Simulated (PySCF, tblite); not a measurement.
**C3H10OSi2− (doublet): geometry, infrared bands and EPR parameters**

Wanted: the infrared bands and EPR parameters of C3H10OSi2− (doublet) (`[CH2-][CH][Si@@H](C)O[SiH3]`), by calculation.

Programs: tblite 0.8.0 and PySCF 2.14.0, with density-fitted response routines of our own. Each step states its level of theory. These are calculated values for one molecule in the gas phase, unless marked as measured. Atoms count from 0, in the outputs and in this text.

## Step 1: Starting geometry

16 atoms, charge -1, multiplicity 2; geometry from: force field or distance geometry start.

Bonds of the start (Å): C0–C1 1.50, C1–Si2 1.85, Si2–C3 1.87, Si2–O4 1.71, O4–Si5 1.72, C0–H6 1.12, C0–H7 1.12, C1–H8 1.12, Si2–H9 1.48, C3–H10 1.10, C3–H11 1.10, C3–H12 1.13, Si5–H13 1.48, Si5–H14 1.47, Si5–H15 1.49.

## Step 2: Geometry optimisation with GFN2-xTB

What the job is given:

```
{"job": {"kind": "relax", "xc": "GFN2-xTB", "basis": "xTB"}, "charge": -1, "multiplicity": 2}
C      2.700300     0.632300    -0.832900
C      2.052600    -0.280500     0.163600
Si     0.231900    -0.478100    -0.095700
C     -0.450300    -1.206000     1.481800
O     -0.520600     1.004200    -0.490900
Si    -2.170200     0.840700    -0.939100
H      3.479400     1.260300    -0.339400
H      1.943000     1.375600    -1.198400
H      2.315700     0.065500     1.193200
H      0.037000    -1.476000    -1.165000
H     -0.215200    -0.568600     2.347600
H     -1.539200    -1.370200     1.405700
H      0.079900    -2.183100     1.657200
H     -2.553700    -0.573700    -1.116300
H     -2.392800     1.531900    -2.221000
H     -3.005400     1.434600     0.138200
```

Started as:

```sh
OMP_NUM_THREADS=1 python probes_run.py task.json out
```

This one command runs all jobs of the session in turn.

**Question.** This job is followed by: GFN2-xTB harmonic vibrations, gas phase; UKS B3LYP, pcH-1 on C H O Si, non-relativistic, mean-field spin-orbit, GIAO. What will the session give for the following? strongest single infrared mode (GFN2-xTB); zero-point energy (GFN2-xTB); g(iso) (B3LYP); ⟨S²⟩; largest a(iso) (averaged by class).

The runs gave:

| quantity | value |
| --- | --- |
| strongest single infrared mode (GFN2-xTB) | 1773 cm⁻¹, 616 km/mol |
| zero-point energy (GFN2-xTB) | 68.9 kcal/mol |
| g(iso) (B3LYP) | 2.00275 |
| ⟨S²⟩ | 0.754 (exact 0.75) |
| largest a(iso) (averaged by class) | 17O on O4, -52.9 MHz |

In words: The optimisation took 139 steps and gained 1.898 eV; among the close pairs (by a distance rule), O4–Si5 changed most, from 1.717 to 1.579 Å. The lowest mode is slightly imaginary (5i cm⁻¹), a soft motion within the noise of the Hessian, so the minimum is not strictly shown. The strongest single mode, at 1773 cm⁻¹, moves mainly H9. Unscaled tight-binding wavenumbers are off by several per cent, some by more. Its intensities can rank the bands wrongly. The largest share of the spin, 0.60 e, sits on C0. The isotropic g lies 0.4 ppt above the free-electron value.
